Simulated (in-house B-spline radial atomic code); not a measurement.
# Ta⁴⁴⁺: a one-valence-electron spectrum

Aim: the levels of the one electron of Ta⁴⁴⁺ outside the core [Ar] 3d10, from frozen-core Dirac-Hartree-Fock to screened Brueckner orbitals, then its lines and polarisabilities.

The numbers are computed with an in-house B-spline radial atomic code, version 1 (frozen-core Dirac-Hartree-Fock, second-order and screened correlation potential (Brueckner orbitals), static RPA core polarisation, Breit and QED for the lowest s, p, d states, no-pair Dirac-Coulomb), except any that are marked as measured or tabulated.

## 1. The system

| Quantity | Value |
| --- | --- |
| element | tantalum (Z = 73) |
| charge | +44 |
| core | [Ar] 3d10 |
| nucleus | mass number 181, rms radius 5.351 fm |

## 2. The run

Settings:

```ini
basis_form = 2
Z = 73
core_configuration = [Ar] 3d10
rms_radius = 5.3507
mass_number = 181
speed_of_light = 137.035999084
box_radius = 4.693
lmax = 6
intervals = 58
virtual_cutoff = 10658.0
```

Started as:

```sh
python run_mb.py task.json out
```

The settings stand in task.json.

The program writes no log. Results of the run, from its result record (rounded, main fields):

```text
{
  "status": "converged",
  "warnings": ["a state reaches the box edge"],
  "core_hf_energy [hartree]": -14220.4677415,
  "lowest_core_excitation [hartree]": 55.4264,
  "core_polarisability [au]": 0.00224664,
  "core_quadrupole_polarisability [au]": 0.000135505,
  "states": [
    {"name": "4s1/2", "dhf": -85.17799, "second_order": -0.07000889, "tail": -0.001383, "brueckner2": -85.24807, "screened": -85.24466, "overlap": 1.0, "breit": 0.064492, "qed": 0.048701, "r": 0.399429, "edge": 7.3e-14},
    {"name": "5s1/2", "dhf": -51.00359, "second_order": -0.03650525, "tail": -0.0005584, "brueckner2": -51.0401, "screened": -51.03763, "overlap": 1.0, "breit": 0.029106, "qed": 0.022478, "r": 0.663761, "edge": 4.3e-13},
    {"name": "4p1/2", "dhf": -81.66789, "second_order": -0.07437895, "tail": -0.001588, "brueckner2": -81.74235, "screened": -81.73885, "overlap": 1.0, "breit": 0.1015, "qed": 0.0018675, "r": 0.39552, "edge": 6e-14},
    {"name": "5p1/2", "dhf": -49.30136, "second_order": -0.03870175, "tail": -0.0006446, "brueckner2": -49.34008, "screened": -49.33747, "overlap": 1.0, "breit": 0.046706, "qed": 0.00090962, "r": 0.665365, "edge": 3e-13},
    {"name": "4p3/2", "dhf": -78.17555, "second_order": -0.06442116, "tail": -0.001431, "brueckner2": -78.24004, "screened": -78.23711, "overlap": 1.0, "breit": 0.060096, "qed": 0.0061627, "r": 0.414294, "edge": 9.4e-14},
    {"name": "5p3/2", "dhf": -47.66325, "second_order": -0.0351312, "tail": -0.0006015, "brueckner2": -47.69841, "screened": -47.69611, "overlap": 1.0, "breit": 0.027916, "qed": 0.0029249, "r": 0.688987, "edge": 3e-13},
    {"name": "4d3/2", "dhf": -72.73228, "second_order": -0.07346926, "tail": -0.002019, "brueckner2": -72.80584, "screened": -72.8026, "overlap": 1.0, "breit": 0.046147, "qed": -0.0023446, "r": 0.400027, "edge": 4e-14},
    {"name": "5d3/2", "dhf": -45.07248, "second_order": -0.0376608, "tail": -0.0008567, "brueckner2": -45.11015, "screened": -45.10776, "overlap": 1.0, "breit": 0.021855, "qed": -0.001048, "r": 0.683801, "edge": 1.2e-13},
    {"name": "4d5/2", "dhf": -71.98176, "second_order": -0.0695491, "tail": -0.001932, "brueckner2": -72.05139, "screened": -72.04838, "overlap": 1.0, "breit": 0.028996, "qed": -0.0003516, "r": 0.405061, "edge": 4.1e-14},
    {"name": "5d5/2", "dhf": -44.70887, "second_order": -0.0355244, "tail": -0.0008281, "brueckner2": -44.74441, "screened": -44.7422, "overlap": 1.0, "breit": 0.01318, "qed": -9.6888e-05, "r": 0.690034, "edge": 1.1e-13},
    {"name": "4f5/2", "dhf": -66.18034, "second_order": -0.06537713, "tail": -0.005416, "brueckner2": -66.24576, "screened": -66.2437, "overlap": 1.0, "r": 0.369012, "edge": 6.9e-15},
    {"name": "5f5/2", "dhf": -42.13681, "second_order": -0.02804519, "tail": -0.002023, "brueckner2": -42.16486, "screened": -42.16345, "overlap": 1.0, "r": 0.663397, "edge": 2.6e-14},
    {"name": "4f7/2", "dhf": -65.98805, "second_order": -0.06258138, "tail": -0.005273, "brueckner2": -66.05067, "screened": -66.04875, "overlap": 1.0, "r": 0.371034, "edge": 6.9e-15},
    {"name": "5f7/2", "dhf": -42.02628, "second_order": -0.02696177, "tail": -0.001983, "brueckner2": -42.05325, "screened": -42.05191, "overlap": 1.0, "r": 0.665899, "edge": 2.6e-14},
    {"name": "5g7/2", "dhf": -40.72994, "second_order": -0.02386392, "tail": -0.002691, "brueckner2": -40.75384, "screened": -40.7534, "overlap": 1.0, "r": 0.603148, "edge": 3.5e-15},
    {"name": "5g9/2", "dhf": -40.68616, "second_order": -0.02347648, "tail": -0.002639, "brueckner2": -40.70967, "screened": -40.70923, "overlap": 1.0, "r": 0.604277, "edge": 3.5e-15}
  ]
}
```

It took 1.9 min on 1 thread, shared host.

Fields of a state (hartree, bohr): dhf, the second-order shift, its tail beyond lmax, Brueckner energies at second order and screened, overlap with the DHF orbital, Breit and QED shifts, mean radii, and edge, the weight near the box wall.

20 further states of the record are not shown: above the first core excitation the self-energy has poles, and states at the box wall or far from their DHF orbital are unsound.

## 3. Removal energies by rung

Removal energies in eV; the shifts add to the DHF value.

| state | DHF | Brueckner, 2nd order | screened | Breit + QED | final | quantum defect |
| --- | --- | --- | --- | --- | --- | --- |
| 4s1/2 | 2317.811 | 1.944 | 1.852 | -3.080 | 2316.583 | 0.551 |
| 4p1/2 | 2222.296 | 2.069 | 1.974 | -2.813 | 2221.458 | 0.478 |
| 4p3/2 | 2127.265 | 1.794 | 1.714 | -1.803 | 2127.176 | 0.401 |
| 4d3/2 | 1979.146 | 2.057 | 1.968 | -1.192 | 1979.923 | 0.270 |
| 4d5/2 | 1958.724 | 1.947 | 1.865 | -0.779 | 1959.809 | 0.251 |
| 4f5/2 | 1800.859 | 1.927 | 1.872 | - | 1802.730 | 0.091 |
| 4f7/2 | 1795.626 | 1.847 | 1.795 | - | 1797.422 | 0.085 |
| 5s1/2 | 1387.878 | 1.009 | 0.941 | -1.404 | 1387.416 | 0.544 |
| 5p1/2 | 1341.558 | 1.071 | 1.000 | -1.296 | 1341.263 | 0.468 |
| 5p3/2 | 1296.983 | 0.973 | 0.910 | -0.839 | 1297.054 | 0.391 |
| 5d3/2 | 1226.485 | 1.048 | 0.983 | -0.566 | 1226.902 | 0.261 |
| 5d5/2 | 1216.590 | 0.990 | 0.929 | -0.356 | 1217.164 | 0.242 |
| 5f5/2 | 1146.601 | 0.818 | 0.780 | - | 1147.381 | 0.100 |
| 5f7/2 | 1143.593 | 0.788 | 0.751 | - | 1144.345 | 0.093 |
| 5g7/2 | 1108.318 | 0.724 | 0.712 | - | 1109.030 | 0.016 |
| 5g9/2 | 1107.127 | 0.712 | 0.699 | - | 1107.826 | 0.013 |

Fine-structure intervals (cm⁻¹):

```
doublet     DHF  final (correlation, and Breit and QED where computed)
     4p  766479                                                 760432
     4d  164720                                                 162224
     4f   42203                                                  42817
     5p  359523                                                 356565
     5d   79803                                                  78543
     5f   24259                                                  24490
     5g    9609                                                   9706
```

## 4. Transitions

The record's fields for this part:

```text
{
  "matrix_elements": [
    [1, "4p1/2", "4s1/2", 0.32392, 0.3137, 0.31344],
    [1, "4p1/2", "5s1/2", -0.087607, -0.090306, -0.090343],
    [1, "5p1/2", "4s1/2", -0.090431, -0.092894, -0.093079],
    [1, "5p1/2", "5s1/2", 0.54239, 0.53696, 0.53664],
    [1, "4p3/2", "4s1/2", -0.468, -0.45372, -0.45336],
    [1, "4p3/2", "5s1/2", 0.17119, 0.17427, 0.17434],
    [1, "5p3/2", "4s1/2", 0.086067, 0.090492, 0.090731],
    [1, "5p3/2", "5s1/2", -0.77562, -0.7681, -0.76767],
    [1, "4d3/2", "4p1/2", -0.45545, -0.44149, -0.44106],
    [1, "4d3/2", "5p1/2", 0.15667, 0.15997, 0.15993],
    [1, "5d3/2", "4p1/2", 0.11194, 0.11548, 0.11579],
    [1, "5d3/2", "5p1/2", -0.77445, -0.76711, -0.76661],
    [1, "4d3/2", "4p3/2", 0.20659, 0.20061, 0.2004],
    [1, "4d3/2", "5p3/2", -0.053515, -0.055258, -0.05524],
    [1, "5d3/2", "4p3/2", -0.071704, -0.072844, -0.073002],
    [1, "5d3/2", "5p3/2", 0.3525, 0.34936, 0.34913],
    [1, "4d5/2", "4p3/2", -0.62584, -0.60798, -0.60737],
    [1, "4d5/2", "5p3/2", 0.17461, 0.17965, 0.17963],
    [1, "5d5/2", "4p3/2", 0.20013, 0.20384, 0.20426],
    [1, "5d5/2", "5p3/2", -1.0636, -1.0542, -1.0535],
    [1, "4f5/2", "4d3/2", -0.53931, -0.52465, -0.52406],
    [1, "4f5/2", "5d3/2", 0.12456, 0.12891, 0.12906],
    [1, "5f5/2", "4d3/2", 0.3068, 0.30591, 0.30585],
    [1, "5f5/2", "5d3/2", -1.012, -1.0042, -1.0036],
    [1, "4f5/2", "4d5/2", 0.14367, 0.13985, 0.1397],
    [1, "4f5/2", "5d5/2", -0.030941, -0.032107, -0.032133],
    [1, "5f5/2", "4d5/2", -0.086444, -0.086125, -0.086116],
    [1, "5f5/2", "5d5/2", 0.27028, 0.26824, 0.26808],
    [1, "4f7/2", "4d5/2", -0.64615, -0.62919, -0.62853],
    [1, "4f7/2", "5d5/2", 0.14187, 0.14702, 0.14718],
    [1, "5f7/2", "4d5/2", 0.38199, 0.3806, 0.38051],
    [1, "5f7/2", "5d5/2", -1.2133, -1.2041, -1.2035],
    [1, "5g7/2", "4f5/2", 0.65726, 0.64282, 0.64231],
    [1, "5g7/2", "5f5/2", -0.95464, -0.95051, -0.94986],
    [1, "5g7/2", "4f7/2", -0.12705, -0.1243, -0.12421],
    [1, "5g7/2", "5f7/2", 0.18325, 0.18246, 0.18233],
    [1, "5g9/2", "4f7/2", 0.75303, 0.73675, 0.73621],
    [1, "5g9/2", "5f7/2", -1.0869, -1.0822, -1.0815],
    [2, "4p1/2", "4p3/2", 0.16501, 0.16374, 0.1635],
    [2, "4p1/2", "5p3/2", -0.076134, -0.076571, -0.076542],
    [2, "5p1/2", "4p3/2", -0.11408, -0.11438, -0.11435],
    [2, "5p1/2", "5p3/2", 0.4589, 0.45832, 0.45775],
    [2, "5p3/2", "4p3/2", 0.098459, 0.098855, 0.098827],
    [2, "4d3/2", "4s1/2", -0.16091, -0.15969, -0.15944],
    [2, "4d3/2", "5s1/2", 0.107, 0.10733, 0.10715],
    [2, "5d3/2", "4s1/2", 0.082849, 0.08318, 0.083261],
    [2, "5d3/2", "5s1/2", -0.45437, -0.4538, -0.45325],
    [2, "5d3/2", "4d3/2", 0.10041, 0.10074, 0.10066],
    [2, "4d3/2", "4d5/2", 0.10843, 0.10764, 0.10745],
    [2, "4d3/2", "5d5/2", -0.063374, -0.063596, -0.063536],
    [2, "5d3/2", "4d5/2", -0.069462, -0.069672, -0.069626],
    [2, "5d3/2", "5d5/2", 0.31351, 0.31315, 0.31271],
    [2, "4d5/2", "4s1/2", 0.1994, 0.19793, 0.19764],
    [2, "4d5/2", "5s1/2", -0.13805, -0.13843, -0.13822],
    [2, "5d5/2", "4s1/2", -0.096724, -0.097131, -0.097215],
    [2, "5d5/2", "5s1/2", 0.55999, 0.55931, 0.55864],
    [2, "5d5/2", "4d5/2", 0.13415, 0.13459, 0.13448],
    [2, "4f5/2", "4p1/2", 0.17077, 0.16971, 0.16942],
    [2, "4f5/2", "5p1/2", -0.10211, -0.10241, -0.10227],
    [2, "5f5/2", "4p1/2", -0.13701, -0.13693, -0.13686],
    "... 22 more rows left out ..."
  ]
}
```

Each row: multipole K, the two states, and the reduced element at DHF, with RPA, and with Brueckner orbitals and RPA (atomic units); rows between the states shown.

Electric-dipole lines from the final energies and elements:

| upper | lower | wavelength (nm) | rate (1/s) | oscillator strength |
| --- | --- | --- | --- | --- |
| 4p1/2 | 4s1/2 | 13.034 | 4.50e+10 | 0.114 |
| 4p3/2 | 4s1/2 | 6.5459 | 3.71e+11 | 0.477 |
| 5p1/2 | 4s1/2 | 1.2712 | 4.27e+12 | 0.104 |
| 5p3/2 | 4s1/2 | 1.2161 | 2.32e+12 | 0.103 |
| 4d3/2 | 4p1/2 | 5.1332 | 7.29e+11 | 0.576 |
| 5s1/2 | 4p1/2 | 1.4865 | 2.52e+12 | 0.0834 |
| 5d3/2 | 4p1/2 | 1.2466 | 3.51e+12 | 0.163 |
| 4d3/2 | 4p3/2 | 8.4198 | 3.41e+10 | 0.0362 |
| 4d5/2 | 4p3/2 | 7.4079 | 3.06e+11 | 0.378 |
| 5s1/2 | 4p3/2 | 1.6760 | 6.54e+12 | 0.138 |
| 5d3/2 | 4p3/2 | 1.3772 | 1.03e+12 | 0.0294 |
| 5d5/2 | 4p3/2 | 1.3624 | 5.57e+12 | 0.233 |
| 4f5/2 | 4d3/2 | 6.9972 | 2.71e+11 | 0.298 |
| 5p1/2 | 4d3/2 | 1.9413 | 3.54e+12 | 0.100 |
| 5p3/2 | 4d3/2 | 1.8156 | 2.58e+11 | 0.0128 |
| 5f5/2 | 4d3/2 | 1.4892 | 9.56e+12 | 0.477 |

## 5. Hyperfine constants and polarisabilities

From the fields A (MHz per unit nuclear g-factor, uniformly magnetised nucleus), B (MHz per barn) and alpha0 of the same record:

```
state   A, DHF   A, RPA  A, Brueckner + RPA  B, final  α0 (bohr³)
4s1/2  1532770  1584520             1590450         -     0.02153
4p1/2   492948   510725              512751         -   0.0004127
4p3/2    56822    58187               58423    119485    0.009032
4d3/2    29065    29822               29925     20275    0.005228
4d5/2    11614    10516               10549     24834    0.004172
4f5/2     6177     6026                6038      7345  -0.0007576
4f7/2     3367     2373                2378      8528   -0.001199
5s1/2   709629   730836              732510         -           -
5p1/2   230908   238247              238810         -           -
5p3/2    27015    27350               27421     56568           -
5d3/2    14066    14305               14330      9808           -
5d5/2     5631     5110                5118     11976           -
5f5/2     3128     3093                3097      3826           -
5f7/2     1702     1518                1521      4387           -
```

## 6. Outcome

```
                                                                                   quantity                                                              value
                                                   lowest one-electron state over this core                                                              4s1/2
                                                                         its removal energy                                          2316.6 eV (DHF 2317.8 eV)
                                                                    next one-electron state                                                  4p1/2 at 95.13 eV
strongest of the lines computed from the lowest state (states outside the list are missing)                                         4p3/2, 6.546 nm, f = 0.477
                                                         polarisability of the lowest state                                                      0.02153 bohr³
                                                                        core polarisability                                                     0.002247 bohr³
                                                           semi-empirical ionisation energy  2314.7 ± 2 eV (NIST Atomic Spectra Database, ionization energies)
```

Correlation with the core adds 0.080 % to the binding of 4s1/2, and the screened shift differs from the second-order Brueckner one by -4.9 %. The quantum defects of the lowest states are s 0.55, p 0.48, d 0.27, f 0.09, g 0.02; at this charge relativity makes much of them, since the formula is non-relativistic. Core polarisation and Brueckner orbitals change the element of the strongest line by -3.1 %. The semi-empirical ionisation energy, 2314.7 ± 2 eV, is missed by +0.081 % at the final rung.
